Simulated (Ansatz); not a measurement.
**HfMo2: structure and electronic properties**

An exercise on one series of results from a longer session: the logs are not shown, and one member is left open.

Method: DFT PBEsol, scalar-relativistic, plane waves, PAW, in Ansatz 0.2.0.

## The structure to begin with

Symmetry: Fd-3m, No. 227, cubic system. The conventional cell has a = 7.555 Å, b = 7.555 Å, c = 7.555 Å, α = 90.00°, β = 90.00°, γ = 90.00°. Hf (site symmetry -43m) has 12 Mo at 3.13 Å and 4 Hf at 3.27 Å as nearest neighbours. Around Mo (site symmetry -3m) lie 6 Mo at 2.67 Å.

Coordinates:

```
Hf Mo
1.0
     0.00000    3.77750    3.77750
     3.77750    0.00000    3.77750
     3.77750    3.77750    0.00000
Hf Mo
2 4
Direct
  0.50000 0.50000 0.50000
  0.75000 0.75000 0.75000
  0.12500 0.12500 0.12500
  0.62500 0.12500 0.12500
  0.12500 0.12500 0.62500
  0.12500 0.62500 0.12500
```

The structure comes from the Crystallography Open Database.

Set-up of the first run:

(A quick probe on a coarse mesh, which set the mesh and smearing, is not shown.)

input.yaml reads:

```yaml
crystal:
  lattice:
    - [0.0, 3.7775, 3.7775]
    - [3.7775, 0.0, 3.7775]
    - [3.7775, 3.7775, 0.0]
  atoms:
    - { symbol: Hf, position: [0.5, 0.5, 0.5] }
    - { symbol: Hf, position: [0.75, 0.75, 0.75] }
    - { symbol: Mo, position: [0.125, 0.125, 0.125] }
    - { symbol: Mo, position: [0.625, 0.125, 0.125] }
    - { symbol: Mo, position: [0.125, 0.125, 0.625] }
    - { symbol: Mo, position: [0.125, 0.625, 0.125] }
basis:
  ecutwfc: 420
kpoints:
  mp_grid: { grid: [8, 8, 8] }
hamiltonian:
  xc: pbesol
scf:
  occupations: { method: gaussian, width: 0.1 }
output:
  forces: true
  stress: true
  eigenvalues: true
relax:
  adjacent_minimum: "off"
  f_tol: 0.005
  max_steps: 80
  cell: { stress_tol: 0.05 }
```

On the command line:

```sh
$ ansatz run input.yaml --threads 1 --pin off --max-ram 2560MiB --backend cpu --events-out ev --progress --plain --runs-dir out
```

Steps of the session up to this table: The relaxation; Electronic structure at the relaxed geometry; Volume × 0.97; Point at V/V0 = 1.03; Point at V/V0 = 0.94; Volume × 1.06.

One table of the session follows, with a row left open; its other results are not shown here.

It belongs to the step «Equation of state». 

| volume (Å³/atom) | energy above the lowest point (meV/atom) | pressure (GPa) |
| --- | --- | --- |
| 16.469 | 46.1 | 14.82 |
| 16.994 | ? | ? |
| 17.520 | 0.0 | 0.00 |
| 18.045 | 10.1 | -5.91 |
| 18.571 | 38.2 | -10.98 |

**Question.** Estimate the row for volume (Å³/atom) = 16.994.

Worked estimate for «energy above the lowest point (meV/atom)». A straight line through the neighbours (16.469, 46.1) and (17.520, 0.0) gives 46.1 + (0.0 − 46.1) × (16.994 − 16.469) / (17.520 − 16.469) = 23.1; a parabola fitted to 3 rows on both sides gives 12.0.

**Answer.** energy above the lowest point (meV/atom): 10.9; pressure (GPa): 6.86. In «energy above the lowest point (meV/atom)» the line misses by +12.2 and the parabola by +1.1.

Caveats from the session: The start is a reported cell, which holds thermal expansion that this zero-temperature run lacks.
